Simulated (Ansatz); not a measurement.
**C₂H₈Al₂F₂: up Jacob's ladder to CCSD(T)**

One table from this session's results is given with a row withheld; the runs are named, their logs left out.

The runs use Ansatz 0.2.0, Gaussian basis; functionals in def2-TZVPP, the program's frozen cores in correlated methods.

Levels to be run: LDA (SPW92), PBE-D4, revPBE-D4, BLYP-D4, r2SCAN-D4, B97M-V, PBE0-D4, B3LYP-D4, r2SCANh-D4, r2SCAN0-D4, HSE06-D4, BHLYP-D4, CAM-B3LYP-D4, LC-ωPBE, ωB97X-V, ωB97M-V, B2PLYP, PBE-QIDH; CCSD(T)/def2-SVP; CCSD(T)/def2-TZVPP; MP2/def2-QZVPP; extrapolation to the limit; RPA on PBE.

## The relaxed structure

The geometry comes from an earlier relaxation with PBE0-D4 in a triple-zeta def2 set; it is a stationary point, not always the lowest conformer.

SMILES `[CH3][Al@H-]1[F+][Al@H-]([CH3])[F+]1`, 14 atoms, charge 0, spin multiplicity 1.

Atoms are counted from 1 here; the program's logs count them from 0.

Bond lengths: C1–Al2 1.935 Å, C1–H7 1.094 Å, C1–H8 1.094 Å, C1–H9 1.094 Å, Al2–F3 1.832 Å, Al2–F6 1.832 Å, Al2–H10 1.577 Å, F3–Al4 1.832 Å, Al4–C5 1.935 Å, Al4–F6 1.832 Å, Al4–H11 1.577 Å, C5–H12 1.094 Å, C5–H13 1.094 Å, C5–H14 1.094 Å. Angles: Al2–C1–H7 111.3°, Al2–C1–H8 112.0°, Al2–C1–H9 111.3°, H7–C1–H8 107.5°, H7–C1–H9 106.9°, H8–C1–H9 107.5°, C1–Al2–F3 111.0°, C1–Al2–F6 111.0°, C1–Al2–H10 127.7°, F3–Al2–F6 80.4°, F3–Al2–H10 108.3°, F6–Al2–H10 108.4°, Al2–F3–Al4 99.6°, F3–Al4–C5 111.0°, F3–Al4–F6 80.4°, F3–Al4–H11 108.4°, C5–Al4–F6 110.9°, C5–Al4–H11 127.7° and more.

Set-up of the first run:

in.yaml

```yaml
crystal:
  periodic: [false, false, false]
  atoms:
    - {symbol: C, position_ang: [-1.133645, 1.497112, 2.171076]}
    - {symbol: Al, position_ang: [0.217400, 1.093914, 0.845519]}
    - {symbol: F, position_ang: [-0.548024, 0.706486, -0.773182]}
    - {symbol: Al, position_ang: [-0.217438, -1.094045, -0.845479]}
    - {symbol: C, position_ang: [1.133714, -1.497132, -2.170985]}
    - {symbol: F, position_ang: [0.548070, -0.706644, 0.773308]}
    - {symbol: H, position_ang: [-1.536298, 2.505726, 2.035197]}
    - {symbol: H, position_ang: [-1.973399, 0.797895, 2.125299]}
    - {symbol: H, position_ang: [-0.722519, 1.453171, 3.184444]}
    - {symbol: H, position_ang: [1.571212, 1.859165, 0.583815]}
    - {symbol: H, position_ang: [-1.571869, -1.858486, -0.584679]}
    - {symbol: H, position_ang: [1.539697, -2.503874, -2.031887]}
    - {symbol: H, position_ang: [0.721847, -1.458098, -3.184151]}
    - {symbol: H, position_ang: [1.971252, -0.795190, -2.128285]}
basis:
  gaussian: {orbitals: def2-TZVPP}
hamiltonian: {xc: lda}
output: {orbitals: {seedname: orbitals}}
```

On the command line:

```sh
$ ansatz run in.yaml --threads 4 --pin off --events-out ev --progress --plain --max-ram 11315MiB
```

Among the steps run: LDA; PBE-D4 (GGA); revPBE-D4 (GGA); BLYP-D4 (GGA); r2SCAN-D4 (meta-GGA); B97M-V (meta-GGA); PBE0-D4 (hybrid); B3LYP-D4 (hybrid); r2SCANh-D4 (hybrid); r2SCAN0-D4 (hybrid); HSE06-D4 (hybrid); BHLYP-D4 (hybrid); CAM-B3LYP-D4 (range-separated); LC-ωPBE (range-separated); ωB97X-V (range-separated); ωB97M-V (range-separated); B2PLYP (double hybrid); PBE-QIDH (double hybrid).

One of the session's tables, all rows but one given; the rest of the session is left out.

It belongs to the step «Frontier levels by functional». 

```
  functional  HOMO (eV)  gap (eV)
 LDA (SPW92)      -6.86      5.72
      PBE-D4      -6.77      5.89
   revPBE-D4      -6.73      5.97
     BLYP-D4      -6.67      5.88
   r2SCAN-D4      -7.08      6.65
      B97M-V          ?         ?
     PBE0-D4      -8.09      8.00
    B3LYP-D4      -7.88      7.56
  r2SCANh-D4      -7.56      7.39
  r2SCAN0-D4      -8.29      8.49
    HSE06-D4      -7.68      7.24
    BHLYP-D4      -9.34      9.98
CAM-B3LYP-D4      -9.50     10.27
     LC-ωPBE     -10.87     12.83
     ωB97X-V     -10.52     12.30
     ωB97M-V     -10.33     11.74
```

**Question.** Estimate the row for B97M-V.

The run gave: HOMO (eV): -7.18; gap (eV): 6.46. In the column «HOMO (eV)» it lies between r2SCANh-D4 (-7.56) and r2SCAN-D4 (-7.08).
